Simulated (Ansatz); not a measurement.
# C2H7BFNSi: up Jacob's ladder to CCSD(T)

The task here is to estimate one member of a computed series from the others.

Computed with Ansatz 0.2.0, Gaussian basis. Level: functionals in def2-TZVPP, the program's frozen cores in correlated methods.

The runs, in order: LDA (SPW92), PBE-D4, revPBE-D4, BLYP-D4, r2SCAN-D4, B97M-V, PBE0-D4, B3LYP-D4, r2SCANh-D4, r2SCAN0-D4, HSE06-D4, BHLYP-D4, CAM-B3LYP-D4, LC-ωPBE, ωB97X-V, ωB97M-V, B2PLYP, PBE-QIDH; CCSD(T)/def2-SVP; CCSD(T)/def2-TZVPP; MP2/def2-QZVPP; extrapolation to the limit; RPA on PBE.

## The relaxed structure

An earlier PBE0-D4 in a triple-zeta def2 set relaxation fixed the geometry.

13 atoms, charge 0, spin multiplicity 1.

Atoms are counted from 1 here; the program's logs count them from 0.

Bond lengths: C1–Si2 1.861 Å, C1–H7 1.094 Å, C1–H8 1.094 Å, C1–H9 1.090 Å, Si2–N3 1.687 Å, Si2–B4 1.892 Å, N3–H10 1.006 Å, N3–H11 1.007 Å, B4–C5 1.449 Å, B4–H12 1.193 Å, C5–F6 1.345 Å, C5–H13 1.090 Å. Angles: Si2–C1–H7 110.3°, Si2–C1–H8 110.3°, Si2–C1–H9 111.7°, H7–C1–H8 107.9°, H7–C1–H9 108.3°, H8–C1–H9 108.3°, C1–Si2–N3 106.9°, C1–Si2–B4 128.5°, N3–Si2–B4 124.5°, Si2–N3–H10 125.0°, Si2–N3–H11 122.0°, H10–N3–H11 113.0°, Si2–B4–C5 106.3°, Si2–B4–H12 126.1°, C5–B4–H12 127.6°, B4–C5–F6 124.1°, B4–C5–H13 127.6°, F6–C5–H13 108.4°.

The first run:

Input file in.yaml:

```yaml
crystal:
  periodic: [false, false, false]
  atoms:
    - {symbol: C, position_ang: [-0.559261, -1.294010, 0.979102]}
    - {symbol: Si, position_ang: [0.511791, -0.143515, -0.017351]}
    - {symbol: N, position_ang: [2.082525, -0.756764, 0.044370]}
    - {symbol: B, position_ang: [0.008814, 1.426532, -0.946042]}
    - {symbol: C, position_ang: [-1.416386, 1.582190, -0.737922]}
    - {symbol: F, position_ang: [-2.146187, 2.591504, -1.246400]}
    - {symbol: H, position_ang: [-0.519466, -2.305258, 0.564614]}
    - {symbol: H, position_ang: [-0.206410, -1.341241, 2.013190]}
    - {symbol: H, position_ang: [-1.599301, -0.968892, 0.987651]}
    - {symbol: H, position_ang: [2.357378, -1.590692, 0.535883]}
    - {symbol: H, position_ang: [2.850932, -0.304401, -0.423260]}
    - {symbol: H, position_ang: [0.734754, 2.135897, -1.573791]}
    - {symbol: H, position_ang: [-2.078882, 0.933948, -0.165046]}
basis:
  gaussian: {orbitals: def2-TZVPP}
hamiltonian: {xc: lda}
output: {orbitals: {seedname: orbitals}}
```

Among the steps run: LDA; PBE-D4 (GGA); revPBE-D4 (GGA); BLYP-D4 (GGA); r2SCAN-D4 (meta-GGA); B97M-V (meta-GGA); PBE0-D4 (hybrid); B3LYP-D4 (hybrid); r2SCANh-D4 (hybrid); r2SCAN0-D4 (hybrid); HSE06-D4 (hybrid); BHLYP-D4 (hybrid); CAM-B3LYP-D4 (range-separated); LC-ωPBE (range-separated); ωB97X-V (range-separated); ωB97M-V (range-separated); B2PLYP (double hybrid); PBE-QIDH (double hybrid).

One of the session's tables, all rows but one given; the rest of the session is left out.

It belongs to the step «Frontier levels by functional». 

| functional | HOMO (eV) | LUMO (eV) | gap (eV) |
| --- | --- | --- | --- |
| LDA (SPW92) | -5.14 | -2.33 | 2.81 |
| PBE-D4 | -4.95 | -2.13 | 2.83 |
| revPBE-D4 | -4.88 | -2.04 | 2.84 |
| BLYP-D4 | -4.78 | -1.98 | 2.80 |
| r2SCAN-D4 | -5.12 | -2.00 | 3.12 |
| B97M-V | -5.10 | -1.95 | 3.14 |
| PBE0-D4 | -5.89 | -1.38 | 4.51 |
| B3LYP-D4 | -5.69 | -1.56 | 4.13 |
| r2SCANh-D4 | -5.48 | -1.73 | 3.75 |
| r2SCAN0-D4 | ? | ? | ? |
| HSE06-D4 | -5.50 | -1.75 | 3.75 |
| BHLYP-D4 | -6.67 | -0.49 | 6.17 |
| CAM-B3LYP-D4 | -7.05 | -0.37 | 6.68 |
| LC-ωPBE | -8.26 | 0.63 | 8.89 |
| ωB97X-V | -7.96 | 0.61 | 8.57 |
| ωB97M-V | -7.90 | 0.50 | 8.40 |

Q: Estimate the row for r2SCAN0-D4 from the others.

Worked estimate for «HOMO (eV)». Against the share of exact exchange, r2SCAN-D4 (0, -5.12), r2SCANh-D4 (0.1, -5.48) give a slope of -3.60 per unit share; at 0.25 the line stands at -6.02.

The run gave: HOMO (eV): -6.01; LUMO (eV): -1.32; gap (eV): 4.70. In «HOMO (eV)» the line misses by -0.01.
